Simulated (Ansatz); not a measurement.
# LiY3: the cost of one run

Program: Ansatz 0.2.0, driven from Python. Level of theory: DFT PBEsol, plane waves, PAW. These are calculated values, not measurements.

**1. The system**

It takes space group Pm-3m (No. 221, cubic). The conventional cell has a = 4.920 Å, b = 4.920 Å, c = 4.920 Å, α = 90.00°, β = 90.00°, γ = 90.00°. Around Li (site symmetry m-3m) lie 12 Y at 3.48 Å. Y (site symmetry 4/mmm) has 4 Li at 3.48 Å and 8 Y at 3.48 Å in its first shell of neighbours.

The script holds or builds the structure itself.

**2. Script**

Input file drho_liy3.py:

```python
"""Density of LiY3 less that of its sublattices."""

import ansatz as az
import numpy as np

vectors0 = np.array([
    [4.919707, 0.0, 0.0],
    [0.0, 4.919707, 0.0],
    [0.0, 0.0, 4.919707],
])
sites = [
    ("Li", (0.0, 0.0, 0.0)),
    ("Y", (0.5, 0.5, 0.0)),
    ("Y", (0.5, 0.0, 0.5)),
    ("Y", (0.0, 0.5, 0.5)),
]


def on_lattice(cell):
    crystal = az.Crystal(lattice=az.Lattice.of(cell))
    for symbol, position in sites:
        crystal = crystal.atom(symbol, position)
    return crystal


def main() -> None:
    # same cell, cutoff and mesh for the crystal and its parts
    def solve(crystal):
        return (
            crystal.calculation()
            .functional("pbesol")
            .occupations("Marzari-Vanderbilt")
            .scf(tolerance=1e-09)
            .basis(460, grid_basis="typed")
            .kpoints(5, 5, 5)
            .density()
            .run(threads=1)
        )


    whole = solve(on_lattice(vectors0))
    difference = whole.density().channels[0].density_e_per_ang3.copy()
    binding = whole.report["free_energy_ev"]
    for element in ["Li", "Y"]:
        part = az.Crystal(lattice=az.Lattice.of(vectors0))
        for symbol, position in sites:
            if symbol == element:
                part = part.atom(symbol, position)
        alone = solve(part)
        difference -= alone.density().channels[0].density_e_per_ang3
        binding -= alone.report["free_energy_ev"]
        print(f"{element} sublattice: {alone.report['n_electrons']:g} electrons, {alone.report['n_iterations']} iterations")

    voxel = abs(np.linalg.det(vectors0)) / difference.size
    print(f"energy of the crystal less its unpolarised sublattices: {binding / len(sites):.4f} eV/atom")
    print(f"net charge of the difference {difference.sum() * voxel:.5f} e, charge rearranged {0.5 * np.abs(difference).sum() * voxel:.3f} e")
    print(f"extremes {difference.min():.4f} and {difference.max():.4f} e/A^3")
    for (symbol, position) in sites:
        index = tuple(int(round(p * n)) % n for p, n in zip(position, difference.shape))
        print(f"  change of the pseudo-density at the grid point nearest {symbol}: {difference[index]:+.4f} e/A^3")
    profile = difference.mean(axis=(0, 1))
    print("planar mean along the third vector:", np.round(profile[:: max(len(profile) // 12, 1)], 4))


if __name__ == "__main__":
    main()
```

**3. The input behind the calls**

The package turns the script's settings into the engine's input (first run):

```yaml
crystal:
  lattice:
    - [4.919707, 0.0, 0.0]
    - [0.0, 4.919707, 0.0]
    - [0.0, 0.0, 4.919707]
  atoms:
    - { symbol: Li, position: [0.0, 0.0, 0.0] }
    - { symbol: "Y", position: [0.5, 0.5, 0.0] }
    - { symbol: "Y", position: [0.5, 0.0, 0.5] }
    - { symbol: "Y", position: [0.0, 0.5, 0.5] }
basis:
  ecutwfc: 460.0
  fft_grid_basis: typed
kpoints:
  mp_grid:
    grid: [5, 5, 5]
hamiltonian:
  xc: pbesol
scf:
  convergence:
    dr2_threshold: 1.0e-09
  occupations:
    method: cold
output:
  write_density: true
```

**4. The run**

The run is started by

```
$ python drho_liy3.py
```

**Question.** How long does this script take on 1 thread of Arm Neoverse V2, shared host, and how much memory does it need?

About 3.4 s, with a peak of 0.4 GiB.
